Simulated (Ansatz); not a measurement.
# CH3BOSi (SMILES B[Si]#CO): one structure at several levels

An exercise on one series of results from a longer session: the logs are not shown, and one member is left open.

Computed with Ansatz 0.2.0, Gaussian basis. Level: single points in def2-TZVPP.

Cores are frozen in the correlated methods.

## Starting geometry

SMILES `B[Si]#CO`, 7 atoms, charge 0, spin multiplicity 1.

Atoms are counted from 1 here; the program's logs count them from 0.

Bond lengths: B1–Si2 1.921 Å, B1–H5 1.180 Å, B1–H6 1.164 Å, Si2–C3 1.712 Å, C3–O4 1.349 Å, O4–H7 0.934 Å. Angles: Si2–B1–H5 124.2°, Si2–B1–H6 120.8°, H5–B1–H6 114.9°, B1–Si2–C3 158.5°, Si2–C3–O4 133.1°, C3–O4–H7 107.2°.

Geometry (Å):

```xyz
7
charge 0, multiplicity 1
B    -1.4153    1.4410   -0.3146
Si   -0.2217   -0.0527   -0.1299
C     1.0923   -0.9774    0.4605
O     1.6831   -2.1139    0.0368
H    -2.1960    1.5619   -1.1913
H    -1.3662    2.3386    0.4246
H     2.4092   -2.2743    0.6017
```

The first run:

Input file run/in.yaml:

```yaml
crystal:
  periodic: [false, false, false]
  atoms:
    - {symbol: B, position_ang: [-1.415300, 1.441000, -0.314600]}
    - {symbol: Si, position_ang: [-0.221700, -0.052700, -0.129900]}
    - {symbol: C, position_ang: [1.092300, -0.977400, 0.460500]}
    - {symbol: O, position_ang: [1.683100, -2.113900, 0.036800]}
    - {symbol: H, position_ang: [-2.196000, 1.561900, -1.191300]}
    - {symbol: H, position_ang: [-1.366200, 2.338600, 0.424600]}
    - {symbol: H, position_ang: [2.409200, -2.274300, 0.601700]}
basis:
  gaussian: {orbitals: def2-TZVPP}
correlation: {method: ccsd_t}
output: {forces: true}
```

The command line of these runs was not kept.

Among the steps run: CCSD(T)/def2-TZVPP; PBE0-D4/def2-TZVPP; wB97M-V/def2-TZVPP; r2SCAN-D4/def2-TZVPP; PBE-D4/def2-TZVPP; HSE06-D4/def2-TZVPP; BLYP-D4/def2-TZVPP.

One of the session's tables, all rows but one given; the rest of the session is left out.

```
   method  RMS force component (eV/Å)  angle to CCSD(T) forces (°)  dipole (D)
  CCSD(T)                       0.639                    reference        1.43
  PBE0-D4                       0.806                         18.9        1.48
  wB97M-V                       0.761                         18.2        1.24
r2SCAN-D4                           ?                            ?           ?
   PBE-D4                       0.817                         14.6        1.96
 HSE06-D4                       0.806                         18.7        1.51
  BLYP-D4                       0.758                         13.7        1.87
```

Q: Estimate the row for r2SCAN-D4 from the others.

As computed: RMS force component (eV/Å): 0.752; angle to CCSD(T) forces (°): 12.9; dipole (D): 1.72. In the column «RMS force component (eV/Å)» it lies between CCSD(T) (0.639) and BLYP-D4 (0.758).
